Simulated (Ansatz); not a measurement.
I need a relaxation driven by ASE of Pt₃Pb, space group Pm-3m. Use the Ansatz DFT code, driven from Python. Settings (first run): r2SCAN, PAW, cutoff 550 eV, 4×4×4 k-points, Fermi-Dirac smearing of 0.1 eV.

```
CELL_PARAMETERS angstrom
4.05800 0.00000 0.00000
0.00000 4.05800 0.00000
0.00000 0.00000 4.05800
ATOMIC_POSITIONS crystal
Pt 0.00000 0.50000 0.50000
Pt 0.50000 0.00000 0.50000
Pt 0.50000 0.50000 0.00000
Pb 0.00000 0.00000 0.00000
```

`run_ase_relax.py`:
```python
"""ASE drives the relaxation of Pt3Pb."""

import warnings

import ansatz as az
from ase import Atoms
from ase.calculators.calculator import Calculator, all_changes
from ase.filters import FrechetCellFilter
from ase.optimize import BFGSLineSearch
from ase.units import GPa
import numpy as np


class PlaneWaves(Calculator):
    implemented_properties = ["energy", "free_energy", "forces", "stress"]

    def calculate(self, atoms=None, properties=("energy",), system_changes=all_changes):
        super().calculate(atoms, properties, system_changes)
        bare = self.atoms.copy()
        bare.set_constraint()
        bare.set_momenta(None)
        job = (
            az.Crystal.from_ase(bare).calculation()
            .functional("r2scan")
            .pseudopotentials("paw")
            .basis(550)
            .kpoints(4, 4, 4)
            .occupations("fermi_dirac", width=0.1)
            .forces()
            .stress()
        )
        report = job.run(threads=1).report
        self.results["free_energy"] = report["lagrangian_ev"]
        self.results["energy"] = report.get("lagrangian_sigma0_ev", report["lagrangian_ev"])
        self.results["forces"] = np.array(report["forces_ev_ang"])
        s = -np.array(report["stress_gpa"]) * GPa  # ASE counts tension as positive
        self.results["stress"] = s[[0, 1, 2, 1, 0, 0], [0, 1, 2, 2, 2, 1]]


def main() -> None:
    warnings.simplefilter("ignore")
    atoms = Atoms(
        ["Pt", "Pt", "Pt", "Pb"],
        cell=[(4.058, 0.0, 0.0), (0.0, 4.058, 0.0), (0.0, 0.0, 4.058)],
        scaled_positions=[
            (0.0, 0.5, 0.5),
            (0.5, 0.0, 0.5),
            (0.5, 0.5, 0.0),
            (0.0, 0.0, 0.0),
        ],
        pbc=True,
    )
    atoms.calc = PlaneWaves()
    before = atoms.get_potential_energy(), atoms.get_volume()
    target = FrechetCellFilter(atoms)
    optimiser = BFGSLineSearch(target, logfile=None)


    def tell():
        fmax = np.linalg.norm(target.get_forces(), axis=1).max()
        print(f"step {optimiser.nsteps:2d}  E = {atoms.get_potential_energy():.5f} eV  fmax = {fmax:.4f}  V = {atoms.get_volume():.3f} A^3")


    optimiser.attach(tell)
    met = optimiser.run(fmax=0.02, steps=15)
    print("threshold met:", bool(met), " energy gained:", round(before[0] - atoms.get_potential_energy(), 5), "eV")
    print("cell lengths and angles:", np.round(atoms.cell.cellpar(), 3))
    print(np.round(atoms.get_scaled_positions(), 4))


if __name__ == "__main__":
    main()
```

```console
$ python run_ase_relax.py
step  0  E = -49531.70474 eV  fmax = 0.5557  V = 66.825 A^3
step  1  E = -49531.73280 eV  fmax = 0.0005  V = 68.562 A^3
threshold met: True  energy gained: 0.02806 eV
cell lengths and angles: [ 4.093  4.093  4.093 90.    90.    90.   ]
[[0.  0.5 0.5]
 [0.5 0.  0.5]
 [0.5 0.5 0. ]
 [0.  0.  0. ]]
```

Reading the output:
- Total energies depend on the potentials; only differences at equal settings carry meaning. A total without «per atom» is that of the whole cell that was run.
- The run is spin-unpolarised.
- The mesh is modest for a metal, so energies can be off by several to tens of meV an atom and pressures by half a GPa or more; differences at equal mesh fare better.
- Spin-orbit coupling, which matters for elements this heavy, is left out.
- At these settings the cell as given stands under about 5 GPa, so it isn't at this functional's equilibrium volume.
- The structure is a deposited one; some such entries were measured under pressure or heat, so a shift against it needn't be the functional's error alone.
- Hardware and time: 16 s on 1 thread of Arm Neoverse V2 (shared host), peak memory 0.61 GiB.
